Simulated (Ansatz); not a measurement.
# KMgF3: the cost of one run

Computed with Ansatz 0.2.0 (DFT, levels as named, plane waves, PAW, unless a step's input says otherwise).

## (1) Starting point

It takes space group Pm-3m (No. 221, cubic). The conventional cell has a = 3.986 Å, b = 3.986 Å, c = 3.986 Å, α = 90.00°, β = 90.00°, γ = 90.00°. K (site symmetry m-3m) has 12 F at 2.82 Å as nearest neighbours. Mg (site symmetry m-3m) has 6 F at 1.99 Å as nearest neighbours. F (site symmetry 4/mmm) has 2 Mg at 1.99 Å and 4 K at 2.82 Å as nearest neighbours.

As a file:

```xyz
5
Lattice="3.9859 0.0000 0.0000 0.0000 3.9859 0.0000 0.0000 0.0000 3.9859" Properties=species:S:1:pos:R:3 pbc="T T T"
K     1.9929    1.9929    1.9929
Mg    0.0000    0.0000    0.0000
F     1.9929    0.0000    0.0000
F     0.0000    1.9929    0.0000
F     0.0000    0.0000    1.9929
```

## (2) Relaxation with PBE

input.yaml reads:

```yaml
crystal:
  lattice:
    - [3.9859, 0.0, 0.0]
    - [0.0, 3.9859, 0.0]
    - [0.0, 0.0, 3.9859]
  atoms:
    - { symbol: K, position: [0.5, 0.5, 0.5] }
    - { symbol: Mg, position: [0.0, 0.0, 0.0] }
    - { symbol: F, position: [0.5, 0.0, 0.0] }
    - { symbol: F, position: [0.0, 0.5, 0.0] }
    - { symbol: F, position: [0.0, 0.0, 0.5] }
  symmetry: { tolerance: 0.0003 }
hamiltonian:
  xc: pbe
  pseudopotentials: { kind: paw, azcp: { folder: soft_1 } }
basis:
  ecutwfc: 420
magnetization:
  spin_polarized: false
scf:
  occupations: { method: fermi_dirac, width: 0.02 }
kpoints:
  mp_grid: { grid: [8, 8, 8], shift: [0, 0, 0] }
output:
  forces: true
  stress: true
  eigenvalues: true
relax:
  max_steps: 60
  cell: {}
```

Run with:

```sh
$ ansatz run input.yaml --threads 2 --pin off --max-ram 5632MiB --backend cpu --events-out ev --progress --plain --runs-dir out
```

What time and memory should one allow on 2 threads of Arm Neoverse V2, shared host?

About 11 s, with a peak of 0.36 GiB.
